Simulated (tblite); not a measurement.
# C2H14N2Si4: the cost of one run

Computed with tblite 0.8.0 and PySCF 2.14.0, with density-fitted response routines of our own, on a single molecule, in the gas phase or a continuum. Atoms count from 0, in the outputs and in this text.

## Step 1: The molecule as given

22 atoms, charge 0, multiplicity 1; geometry from: force field or distance geometry start.

Bonds of the start (Å): Si0–N1 1.80, N1–Si2 1.78, N1–Si3 1.78, Si3–C4 1.87, C4–C5 1.52, C5–Si6 1.86, Si6–N7 1.78, N7–Si3 1.79, Si0–H8 1.46, Si0–H9 1.48, Si0–H10 1.46, Si2–H11 1.49, Si2–H12 1.46, Si2–H13 1.46, Si3–H14 1.45, C4–H15 1.11, C4–H16 1.11, C5–H17 1.12, C5–H18 1.10, Si6–H19 1.47, Si6–H20 1.46, N7–H21 1.04.

## Step 2: Relaxing the molecule with GFN2-xTB

What the job is given:

```
{"job": {"kind": "relax", "xc": "GFN2-xTB", "basis": "xTB"}, "charge": 0, "multiplicity": 1}
Si    -2.304700    -1.408000     0.660200
N     -1.433000     0.162100     0.722600
Si    -2.588700     1.392600     0.150900
Si     0.023100     0.181100    -0.300300
C      1.165500    -1.257100     0.026900
C      2.524400    -0.787900    -0.474400
Si     2.725700     0.983100     0.043900
N      1.060600     1.603700     0.002500
H     -1.984700    -2.184100    -0.531900
H     -3.747000    -1.086200     0.620700
H     -2.054900    -2.156900     1.891300
H     -3.896300     1.031700     0.763900
H     -2.713000     1.329400    -1.306500
H     -2.184000     2.754000     0.482600
H     -0.387800     0.148400    -1.691300
H      1.262100    -1.395500     1.120300
H      0.859500    -2.179700    -0.505900
H      2.451200    -0.793800    -1.589500
H      3.345200    -1.445500    -0.148800
H      3.571400     1.689500    -0.926400
H      3.306600     1.157500     1.376700
H      0.988400     2.280800    -0.789100
```

Command:

```console
$ OMP_NUM_THREADS=1 python probes_run.py task.json out
```

This one command runs all jobs of the session in turn.

Q: Estimate the wall time and peak memory of this first job on 1 thread of Intel Xeon 6975P-C, shared host.

About 1.9 s, with a peak of 0.18 GiB.
